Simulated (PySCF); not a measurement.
# FH₄PSeSi: electronic excitations and core binding energies

Wanted: the electronic excitations and core binding energies of FH₄PSeSi (`F[Si@H](P)[SeH]`), by calculation.

Computed with PySCF 2.14.0, with density-fitted response routines of our own, on a single molecule in the gas phase. Atoms count from 0, in the outputs and in this text.

### Step 1. The starting structure

8 atoms, charge 0, multiplicity 1; geometry from: GFN2-xTB.

Bonds of the start (Å): F0–Si1 1.61, Si1–P2 2.24, Si1–Se3 2.29, Si1–H4 1.46, P2–H5 1.39, P2–H6 1.39, Se3–H7 1.44.

### Step 2. Excited states and response: wB97X-D/def2-SVPD

What the job is given:

```
{"job": {"kind": "uv", "xc": "wB97X-D", "basis": "def2-SVPD", "nstates": 8, "ntriplets": 3}, "charge": 0, "multiplicity": 1}
F      2.012898     0.191411    -1.022476
Si     0.860200     0.060332     0.087872
P     -0.494858    -1.607907    -0.559640
Se    -0.020284     2.172254     0.171879
H      1.590034    -0.239539     1.310664
H     -1.291621    -1.527546     0.571075
H     -1.354169    -0.808010    -1.297142
H     -1.293143     1.768417     0.713203
```

Level: TDDFT wB97X-D/def2-SVPD, vertical, gas phase, core orbitals frozen in the response.

**Question.** This job is followed by: delta-SCF UKS SCAN, pcX-2 on the ionised atom, pcseg-1 elsewhere, spin-free X2C. What will the session give for the following? lowest singlet (wB97X-D/def2-SVPD); brightest single state of those computed; lowest triplet; F1s binding energies, SCAN/pcX-2; Si1s binding energies, SCAN/pcX-2; Si2p binding energies, SCAN/pcX-2; P1s binding energies, SCAN/pcX-2; P2p binding energies, SCAN/pcX-2.

As calculated:

| quantity | value |
| --- | --- |
| lowest singlet (wB97X-D/def2-SVPD) | 5.16 eV (240 nm), f = 0.012 |
| brightest single state of those computed | state 7, 7.29 eV, f = 0.371 |
| lowest triplet | 4.79 eV |
| F1s binding energies, SCAN/pcX-2 | F0 692.40 eV |
| Si1s binding energies, SCAN/pcX-2 | Si1 1848.14 eV |
| Si2p binding energies, SCAN/pcX-2 | Si1 108.36 eV |
| P1s binding energies, SCAN/pcX-2 | P2 2150.22 eV |
| P2p binding energies, SCAN/pcX-2 | P2 137.03 eV |

In words: The first singlet state (HOMO→LUMO 0.85) lies at 5.16 eV and is weak; of the 8 states computed, the strongest absorption comes from state 7 at 7.29 eV. The lowest triplet lies 0.36 eV below the lowest singlet (triplets in Tamm-Dancoff, singlets in full TDDFT).
